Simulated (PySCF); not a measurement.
# [PtS2]-: structure of the doublet

The task is one start of a wider search on [PtS2]-: the doublet, from a bent start. It is relaxed, tested by its Hessian and followed downhill if it is a saddle.

Program: PySCF 2.14.0. Level of theory: B3LYP, basis Pt def2-SVPD with ECP60, S def2-SVPD, scalar-relativistic core potentials, no spin–orbit coupling, density fitting. These are calculated values, not measurements.

**1. The starting structure**

3 atoms, charge -1, spin multiplicity 2.

Bond lengths: Pt1–S2 2.060 Å, Pt1–S3 2.060 Å. Angles: S2–Pt1–S3 110.0°.

Z-matrix (Å, degrees; charge -1 multiplicity 2):
```
Pt
S  1 2.0601
S  1 2.0601 2 110.00
```

**2. Relaxing the doublet from the bent start**

The steps below are one call of a driver around PySCF. For each, scf.py gives the equivalent set-up of the SCF; relaxations use the driver's own optimiser. Before each start the driver seeks the lowest SCF state from one or more starting densities and follows internal instabilities, so scf.py alone need not reach the same state.

The program finds C2v symmetry in the start, which this walk keeps. Threshold on the gradient: 0.0003 Eh/bohr, with a further test on the energy change.

Input file scf.py:

```python
from pyscf import gto, scf, dft
mol = gto.M(atom='''
Pt     0.000000     0.000000    -0.291826
S      1.687500    -0.000000     0.889774
S     -1.687500     0.000000     0.889774''',
    basis={'Pt': 'def2-SVPD', 'S': 'def2-SVPD'},
    ecp={'Pt': 'def2-SVPD'},
    charge=-1, spin=1)
mf = dft.UKS(mol, xc='B3LYP')
mf.grids.atom_grid = (50, 194)
aux = {'Pt': 'def2-universal-JKFIT', 'S': 'def2-universal-JKFIT'}
mf = mf.density_fit(auxbasis=aux)
mf.kernel()
```

Energy and gradient, step by step:

| step | energy (Eh) | change (kJ/mol) | largest symmetric gradient (Eh/bohr) |
| --- | --- | --- | --- |
| 0 | -915.647379 | 0.00 | 0.05062 |
| 1 | -915.659420 | -31.61 | 0.01242 |
| 2 | -915.663761 | -43.01 | 0.01943 |
| 3 | -915.668142 | -54.51 | 0.02115 |
| 4 | -915.670013 | -59.43 | 0.01567 |
| 5 | -915.671951 | -64.51 | 0.00262 |
| 6 | -915.672177 | -65.11 | 0.00148 |
| 7 | -915.672244 | -65.28 | 0.00058 |
| 8 | -915.672256 | -65.31 | 0.00016 |
| 9 | -915.672257 | -65.32 | 0.00003 |

The walk needed 20 s of wall time on 4 threads, shared host.

After 9 steps and 65.3 kJ/mol it ends at C2v: Pt–S 2.155 Å (×2); S–Pt–S 153.8°.

**3. Is it a minimum? Harmonic modes**

On the finer grid the gradient is checked again; gradients at displacements of ±0.01 bohr then give force constants and infrared intensities.

scf.py, as its differences from that of step 2:

```diff
@@ -3,3 +3,3 @@
-Pt     0.000000     0.000000    -0.291826
-S      1.687500    -0.000000     0.889774
-S     -1.687500     0.000000     0.889774''',
+Pt    -0.000000    -0.000000    -0.107246
+S      2.103985    -0.000000     0.361375
+S     -2.103985     0.000000     0.361375''',
@@ -10 +10 @@
-mf.grids.atom_grid = (50, 194)
+mf.grids.atom_grid = (75, 302)
```

This SCF starts from the last density.

Log of the central SCF (cycles and frontier levels):

```text
init E= -915.672345748526
[... the frontier-level lines of each cycle are left out ...]
cycle= 1 E= -915.672345745639  delta_E= 2.89e-09  |g|= 7.84e-05  |ddm|= 9.37e-05
cycle= 2 E= -915.67234570804  delta_E= 3.76e-08  |g|= 0.000281  |ddm|= 0.000333
cycle= 3 E= -915.67234574883  delta_E= -4.08e-08  |g|= 2.21e-06  |ddm|= 0.00026
cycle= 4 E= -915.672345748834  delta_E= -4.32e-12  |g|= 2.01e-06  |ddm|= 4.74e-06
Extra cycle  E= -915.672345748787  delta_E= 4.71e-11  |g|= 8.54e-06  |ddm|= 1.34e-05
converged SCF energy = -915.672345748787  <S^2> = 0.755723  2S+1 = 2.0057148
```

The whole step took 30 s.

Geometry: C2v; Pt–S 2.156 Å (×2); S–Pt–S 154.9°.

Harmonic modes (main isotopes):

```
symmetry  ω (cm⁻¹)  IR (km/mol)     type
      a1        57          4.1     bend
      a1       448          2.3  stretch
      b2       449          112  stretch
```

All wavenumbers are real: a minimum.

Properties at this point:

- Dipole moment about the centre of mass: 1.05 D
- Highest occupied level: -1.35 eV
- Lowest empty level: 0.34 eV
- Rotational constants: 1.594, 0.05955, 0.05741 cm⁻¹
- Zero-point energy: 5.7 kJ/mol
- Principal polarisabilities: 72.3, 74.1, 203.0 bohr³
- Principal traceless quadrupole moments about the centre of mass: -16.57, 7.73, 8.83 D Å
- Entropy at 298.15 K and 1 bar (electronic part: spin only): 309.3 J/(mol K)
- Heat capacity Cp at 298.15 K: 52.9 J/(mol K)
- Enthalpy at 298.15 K above 0 K: 13.46 kJ/mol
- Rotational symmetry number: 2
- Spin squared ⟨S²⟩: 0.756

Charges (e) and bond orders:

| atom | Mulliken | Löwdin | polar tensor | spin (Mulliken) | Mayer order to Pt1 |
| --- | --- | --- | --- | --- | --- |
| Pt1 | 0.36 | -0.41 | 0.35 | 0.33 | – |
| S2,3 | -0.68 | -0.30 | -0.67 | 0.34 | 1.32 |

Outer orbital energies (eV). α occupied: -5.35, -3.56, -3.53, -2.94, -2.68, -2.67, -2.15, -1.35; empty: 0.34, 3.86, 4.28, 4.72. β occupied: -5.19, -4.53, -3.43, -3.16, -2.82, -2.55, -2.06, -1.96; empty: 0.50, 0.78, 3.90, 4.29.

Mulliken populations on Pt1 (outside its core potential): s 2.97, p 6.11, d 8.54, f 0.02.

**4. Outcome**

| quantity | value |
| --- | --- |
| minimum | doublet, C2v |
| geometry | Pt–S 2.156 Å (×2); S–Pt–S 154.9° |
| wavenumbers (cm⁻¹) | 57 (a1), 448 (a1), 449 (b2) |
| dipole moment (centre of mass) | 1.05 D |
| highest occupied, lowest empty level (either spin) | -1.35, 0.34 eV |
| polar-tensor charge of Pt1 | +0.35 e |
| zero-point energy | 5.7 kJ/mol |
| entropy at 298.15 K | 309.3 J/(mol K) |
| ⟨S²⟩ | 0.756 |

In words: The molecule stays C2v, as typed, and the end point is a minimum. The strongest infrared band lies at 449 cm⁻¹ (b2, stretch). Other starts or spin states, not run here, may lie lower. Take wavenumbers under 90 cm⁻¹ as rough. Open d and f shells are described by one determinant, and the ground state may have another occupation or spin. Spin–orbit coupling, left out here, can matter for elements this heavy.

The search up to here took 63 s.
